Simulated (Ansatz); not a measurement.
**TaN (nonet): from Hartree-Fock to the top rungs, def2-TZVPP**

The task here is to estimate one member of a computed series from the others.

Method: def2-TZVPP, core rule «outside noble gas», up to 5 orbitals frozen; program: Ansatz 0.2.0, Gaussian basis.

The runs, in order: UHF; ROHF; CCSD(T) on UHF.

### The system

The geometry is a PBE0/def2-TZVP stationary point (not a proven minimum) of the parent state, kept for this charge and spin. No spin-orbit coupling is included. Elements past krypton take def2 core potentials.

2 atoms, charge 0, spin multiplicity 9.

Atoms are counted from 1 here; the program's logs count them from 0.

Bond lengths: Ta1–N2 2.115 Å.

Geometry (Å):

```
Ta    0.0000    0.0000    0.0000
N     0.0000    0.0000    2.1154
```

Set-up of the first run:

in.yaml

```yaml
crystal:
  periodic: [false, false, false]
  atoms:
    - {symbol: Ta, position_ang: [0.000000, 0.000000, 0.000000]}
    - {symbol: N, position_ang: [0.000000, 0.000000, 2.115400]}
basis:
  gaussian: {orbitals: def2-TZVPP}
magnetization: {spin_polarized: true, initial_magnetization: 8}
hamiltonian: {xc: hf}
output: {orbitals: {seedname: orbitals}}
```

On the command line:

```bash
$ ansatz run in.yaml --threads 1 --pin off --events-out ev --progress --plain --max-ram 2560MiB --backend cpu
```

Among the steps run: UHF; ROHF; CCSD(T) on UHF.

One of the session's tables, all rows but one given; the rest of the session is left out.

| method | from UCCSD(T) (kcal/mol) |
| --- | --- |
| ROHF | +121.20 |
| UHF | ? |
| UMP2 | +18.28 |
| UCCSD | +3.13 |
| UCCSD(T) | 0 |

Q: Estimate the row for UHF from the others.

**Answer.** from UCCSD(T) (kcal/mol): +115.82. In the column «from UCCSD(T) (kcal/mol)» it lies between UMP2 (+18.28) and ROHF (+121.20).
